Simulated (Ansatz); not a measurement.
# FeO (Wuestite): the cost of one run

All numbers are computed with Ansatz 0.2.0, driven from Python. Level of theory: DFT LDA, plane waves, PAW.

The COD entry's cell or inner coordinates are ideal or old and differ from later refinements, so a difference from it is no clean test against experiment.

## 1. The structure

It takes space group Fm-3m (No. 225, cubic). The conventional cell has a = 4.311 Å, b = 4.311 Å, c = 4.311 Å, α = 90.00°, β = 90.00°, γ = 90.00°. Fe (site symmetry m-3m) is surrounded by 6 O at 2.16 Å. Around O (site symmetry m-3m) lie 6 Fe at 2.16 Å.

The script holds or builds the structure itself.

## 2. The code

Input file jij.py:

```python
"""Pair couplings between the moments of FeO."""

import logging
import sys
import warnings

import ansatz
import numpy as np

logging.basicConfig(stream=sys.stdout, format="%(levelname)s:%(name)s:%(message)s")
log = logging.getLogger("run")
log.setLevel(logging.INFO)

params = {
    "kmesh": (16, 16, 16),
    "occupations": "Fermi-Dirac",
    "smearing_width": 0.05,
}


def main() -> None:
    warnings.simplefilter("ignore", ansatz.DeckWarning)

    system = (
        ansatz.Lattice.of((0.0, 2.1554, 2.1554), (2.1554, 0.0, 2.1554), (2.1554, 2.1554, 0.0))
        .atom("Fe", (0.0, 0.0, 0.0))
        .atom("O", (0.5, 0.5, 0.5))
        .moments(Fe=3.5)
    )

    model = (
        system.calculation()
        .functional(ansatz.Functional.LDA)
        .kpoints(*params["kmesh"], center="gamma")
        .occupations(params["occupations"], width=params["smearing_width"])
        .spin("collinear")
        .eigenstates(nscf_kmesh=(9, 9, 9))
        .exchange_couplings(magnetic=["Fe"])
    )
    couplings = model.run(threads=1, pin="off").exchange_couplings().to_plain()
    for atom in couplings["atoms"]:
        print(atom["site"]["symbol"], atom["role"], "moment", round(atom["moment_mub"], 3), "muB")
    shells = {}
    for pair in couplings["pairs"]:
        key = (pair["site"], pair["partner"], round(float(np.linalg.norm(pair["displacement_ang"])), 2))
        shells.setdefault(key, []).append(1000 * pair["coupling_ev"])
    log.info("site partner distance (A)  count  mean J (meV)")
    for (i, j, d), values in sorted(shells.items(), key=lambda item: item[0][2])[:10]:
        log.info(f"{i:4d} {j:7d} {d:12.2f} {len(values):6d} {np.mean(values):13.3f}")
    print("mean-field order:", couplings["mean_field_order"])


if __name__ == "__main__":
    main()
```

## 3. The calls as engine input

The engine receives this input:

```yaml
crystal:
  lattice:
    - [0.0, 2.1554, 2.1554]
    - [2.1554, 0.0, 2.1554]
    - [2.1554, 2.1554, 0.0]
  atoms:
    - { symbol: Fe, position: [0.0, 0.0, 0.0] }
    - { symbol: O, position: [0.5, 0.5, 0.5] }
kpoints:
  mp_grid:
    grid: [16, 16, 16]
    shift: [0.0, 0.0, 0.0]
hamiltonian:
  xc: lda
magnetization:
  spin_polarized: true
  per_species:
    Fe: 3.5
scf:
  occupations:
    method: fermi_dirac
    width: 0.05
output:
  eigenstates:
    nscf_kmesh:
      grid: [9, 9, 9]
    exchange_couplings:
      magnetic:
        - { species: Fe }
```

## 4. Launch

Run with:

```console
python jij.py
```

Q: Estimate wall time and peak memory on 1 thread of Intel Xeon 6975P-C (Granite Rapids), shared host.

About 16 s, with a peak of 0.64 GiB.
